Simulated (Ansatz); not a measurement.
A nudged elastic band was laid between two geometries of a periodic cell of 17 atoms, HC$_{16}$ (host C, host structure diamond, interstitial H), cell charge +1.

Computed with DFT PBE, scalar-relativistic, plane waves, PAW (Ansatz). Settings: cutoff 420 eV, k mesh 3x3x3, gaussian smearing 0.05 eV, no spin polarisation.

```json
{
 "movable images": "3",
 "climbing image": "yes",
 "spring": "5.0 eV/Å²",
 "optimiser": "quadratic models (default)",
 "start path": "IDPP",
 "force threshold": "0.05 eV/Å",
 "iteration limit": "80",
 "end points": "relaxed"
}
```

First end point:

```xyz
17
Lattice="0.0000 3.5700 3.5700 3.5700 0.0000 3.5700 3.5700 3.5700 0.0000" Properties=species:S:1:pos:R:3
C -0.086 0.065 0.066
C 0.898 0.888 0.853
C 1.774 1.788 -0.036
C 2.652 2.673 0.884
C 1.756 -0.002 1.765
C 2.619 0.934 2.665
C 3.547 1.791 1.776
C 4.441 2.679 2.659
C -0.014 1.741 1.727
C 0.958 2.611 2.593
C 1.775 3.573 1.760
C 2.668 4.455 2.656
C 1.745 1.788 3.576
C 2.657 2.678 4.435
C 3.550 3.567 3.550
C 4.425 4.458 4.453
H 3.461 3.120 6.142
```

Last end point:

Only the atoms that move by more than 0.05 Å are listed.
```
C1 0.045 0.057 -0.013
C2 0.898 0.930 0.899
C3 1.721 1.717 -0.085
C4 2.745 2.761 0.960
C6 2.678 0.919 2.658
C9 -0.002 1.820 1.776
C10 0.901 2.698 2.669
C13 1.789 1.804 3.551
C16 4.468 4.471 4.426
H17 2.238 2.781 7.031
```

(1) Which bonds break or form, and what moves?

(2) Give the energies along the band, and the barrier.

(3) What is the geometry of the highest image?

## Answers

(1) Contacts lost: C1–H17, C10–H17. Contacts made: C3–H17, C4–H17. The atom that moves furthest is H17, by 1.55 Å.

(2) It converged. The highest image is number 3 of 0 to 4, 0.043 eV above the ends, which have the same energy within 2 meV. By the program's own check the climbing image is of a kind that is not told: the force calls were inconclusive, a negative curvature could not be distinguished from the path's own, the only one lies far off the path, or fixed occupations may fill a level only in part (lowest curvatures found: -2.74 and 0.31 eV/Å²). Limits of this set-up: charged cell in a uniform background, uncorrected.

| image | path coordinate (Å) | energy (eV) | C1–H17 (Å) | C10–H17 (Å) | C3–H17 (Å) |
| --- | --- | --- | --- | --- | --- |
| 0 | 0.00 | 0.000 | 1.18 | 1.18 | 2.35 |
| 1 | 0.66 | 0.002 | 1.19 | 1.18 | 1.95 |
| 2 | 1.33 | 0.013 | 1.16 | 1.53 | 1.83 |
| 3 | 1.99 | 0.043 | 1.35 | 1.84 | 1.36 |
| 4 | 2.60 | 0.000 | 1.62 | 2.37 | 1.18 |

(3) 
```xyz
17
Lattice="0.0000 3.5700 3.5700 3.5700 0.0000 3.5700 3.5700 3.5700 0.0000" Properties=species:S:1:pos:R:3
C 0.030 0.085 -0.053
C 0.879 0.918 0.893
C 1.713 1.768 -0.052
C 2.657 2.707 0.947
C 1.774 0.023 1.764
C 2.659 0.936 2.648
C 3.558 1.809 1.759
C 4.431 2.708 2.649
C -0.020 1.818 1.752
C 0.895 2.711 2.636
C 1.754 3.614 1.744
C 2.656 4.473 2.637
C 1.770 1.822 3.541
C 2.659 2.708 4.432
C 3.545 3.597 3.541
C 4.439 4.498 4.417
H 2.786 2.588 6.937
```

The run took 6.4 min on 1 thread of Intel(R) Xeon(R) Platinum 8488C (Sapphire Rapids), with other jobs on the host, peak memory 0.45 GiB.
